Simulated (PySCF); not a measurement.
# [Yb(H2O)]2+: other functionals and bases at one geometry

Aim: see how levels, charges and forces of [Yb(H2O)]2+ depend on the level of theory. The species was built from a template and needn't be a known compound.

Computed with PySCF 2.14.0. Level: several levels, as the steps say, no spin–orbit coupling.

1 further run of the same task is left out (for a known fault of the program).

## (1) The starting structure

4 atoms, charge 2, spin multiplicity 1.

Bond lengths: Yb1–O2 2.271 Å, O2–H3 0.978 Å, O2–H4 0.978 Å. Angles: Yb1–O2–H3 128.2°, Yb1–O2–H4 128.2°, H3–O2–H4 103.6°.

As a file:

```xyz
4

Yb    0.0000    0.0000   -0.0386
O     0.0000    0.0000    2.2323
H     0.7681    0.0000    2.8370
H    -0.7681    0.0000    2.8370
```

Formal oxidation states: Yb +2. An earlier session relaxed this geometry at PBE0, Yb def2-SVP with ECP28, O def2-SVP, H def2-SVP (singlet, point group C2v).

At PBE0 on the finer grid: E = -1234.872775 Eh, HOMO -18.61 eV, LUMO -12.28 eV, Mulliken charge on Yb1 +1.77 e, largest force component 0.010 eV/Å. 

Levels to run: revPBE; BLYP; PBE0, TZVP. Hardware: 2 threads of Intel Xeon at 2.50GHz (Skylake/Cascade Lake), shared host.

## (2) revPBE

run.py (the lines that set the calculation) reads:

```python
mol = gto.M(atom='''
Yb     0.00000     0.00000    -0.03856
O      0.00000     0.00000     2.23235
H      0.76812     0.00000     2.83703
H     -0.76812     0.00000     2.83703''',
    basis={'Yb': 'def2-SVP', 'O': 'def2-SVP', 'H': 'def2-SVP'},
    ecp={'Yb': 'def2-SVP'},
    charge=2, spin=0)
mf = dft.RKS(mol, xc='PBE_R,PBE')
mf.grids.atom_grid = (75, 302)  # f atoms: unpruned, at least (60, 302)
mf = mf.density_fit()  # fitting sets: Yb def2-universal-JKFIT, O def2-universal-JKFIT, H def2-universal-JKFIT
mf.conv_tol = 1e-08; mf.max_cycle = 55
mf.kernel(dm0)  # dm0: the density of the relaxed state
```

On the command line:

```
$ OMP_NUM_THREADS=2 python run.py
```

## (3) BLYP

run.py (the lines that set the calculation): that of step 2 with these lines changed.

```diff
@@ -8,3 +8,3 @@
     charge=2, spin=0)
-mf = dft.RKS(mol, xc='PBE_R,PBE')
+mf = dft.RKS(mol, xc='BLYP')
 mf.grids.atom_grid = (75, 302)  # f atoms: unpruned, at least (60, 302)
```

## (4) PBE0, TZVP

Basis: Yb def2-TZVP with ECP28, O def2-TZVP, H def2-TZVP. 

run.py (the lines that set the calculation) reads:

```python
mol = gto.M(atom='''
Yb     0.00000     0.00000    -0.03856
O      0.00000     0.00000     2.23235
H      0.76812     0.00000     2.83703
H     -0.76812     0.00000     2.83703''',
    basis={'Yb': 'def2-TZVP', 'O': 'def2-TZVP', 'H': 'def2-TZVP'},
    ecp={'Yb': 'def2-TZVP'},
    charge=2, spin=0)
mf = dft.RKS(mol, xc='PBE0')
mf.grids.atom_grid = (75, 302)  # f atoms: unpruned, at least (60, 302)
mf = mf.density_fit()  # fitting sets: Yb def2-universal-JKFIT, O def2-universal-JKFIT, H def2-universal-JKFIT
mf.conv_tol = 1e-08; mf.max_cycle = 55
mf.kernel(dm0)  # dm0: free metal ions and neutral atoms
```

Before running it: what results should come out? Wanted: for each run, HOMO; gap; charge on Yb1; dipole; largest force.

As calculated:

| level | state | HOMO (eV) | gap (eV) | charge on Yb1 (e) | dipole (D) | largest force (eV/Å) | basis functions | time |
| --- | --- | --- | --- | --- | --- | --- | --- | --- |
| PBE0 (relaxed here) | singlet | -18.61 | 6.34 | 1.77 | 2.39 | 0.01 | 105 | 41 s |
| revPBE | singlet | -15.64 | 2.42 | 1.74 | 2.50 | 0.45 | 105 | 21 s |
| BLYP | singlet | -15.57 | 2.13 | 1.72 | 2.57 | 0.64 | 105 | 21 s |
| PBE0, TZVP | singlet | -18.58 | 6.25 | 1.82 | 2.36 | 0.40 | 139 | 65 s |

Times are on 2 threads of Intel Xeon at 2.50GHz (Skylake/Cascade Lake), shared host; the first row also made further properties. The dipole of a charged species depends on the origin, so these sizes hold for this origin alone.

In one basis the HOMO–LUMO gap runs from 2.13 eV (BLYP) to 6.34 eV (PBE0). The largest leftover force, 0.64 eV/Å with BLYP, stands at a geometry relaxed at another level. The Mulliken charge on Yb spans +1.72 to +1.82 e over the levels. Total energies of different levels can't be compared. Spin–orbit coupling is left out throughout.
